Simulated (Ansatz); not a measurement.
# RbEuF3: the cost of one run

Program: Ansatz 0.2.0. Level of theory: reference: DFT r2SCAN+U, plane waves, PAW, scalar-relativistic, collinear spin. These are calculated values, not measurements.

### 1 Starting point

The structure is cubic, space group Pm-3m (No. 221). Conventional cell: a = 5.064 Å, b = 5.064 Å, c = 5.064 Å, α = 90.00°, β = 90.00°, γ = 90.00°. Eu (site symmetry m-3m) has 6 F at 2.53 Å as nearest neighbours. F (site symmetry 4/mmm) is surrounded by 2 Eu at 2.53 Å and 4 Rb at 3.58 Å. Rb (site symmetry m-3m) is surrounded by 12 F at 3.58 Å.

As a file:

```
CELL_PARAMETERS angstrom
5.06433 0.00000 0.00000
0.00000 5.06433 0.00000
0.00000 0.00000 5.06433
ATOMIC_POSITIONS crystal
Eu 0.00000 0.00000 0.00000
F 0.50000 0.00000 0.00000
F 0.00000 0.50000 0.00000
F 0.00000 0.00000 0.50000
Rb 0.50000 0.50000 0.50000
```

### 2 Baseline

input.yaml reads:

```yaml
crystal:
  lattice:
    - [5.06432762, 0.0, 0.0]
    - [0.0, 5.06432762, 0.0]
    - [0.0, 0.0, 5.06432762]
  atoms:
    - { symbol: Eu, position: [0.0, 0.0, 0.0], spin: -6.8 }
    - { symbol: F, position: [0.5, 0.0, 0.0] }
    - { symbol: F, position: [0.0, 0.5, 0.0] }
    - { symbol: F, position: [0.0, 0.0, 0.5] }
    - { symbol: Rb, position: [0.5, 0.5, 0.5] }
kpoints:
  mp_grid: { grid: [4, 4, 4], shift: [0, 0, 0] }
magnetization:
  spin_polarized: true
scf:
  occupations: { method: fermi_dirac }
hamiltonian:
  pseudopotentials: { kind: paw }
  xc: r2scan
  hubbard:
    projectors: all-electron-ortho-atomic
    sites: [{ species: Eu, l: f, u_eff: 2.19 }]
basis:
  ecutwfc: 500
output:
  forces: true
  stress: true
  eigenvalues: true
```

Started as:

```bash
ansatz run input.yaml --threads 1 --pin off --max-ram 2560MiB --backend cpu --events-out ev --progress --plain --runs-dir out
```

What time and memory should one allow on 1 thread of an x86-64 CPU, shared host?

About 12 s, with a peak of 0.82 GiB.
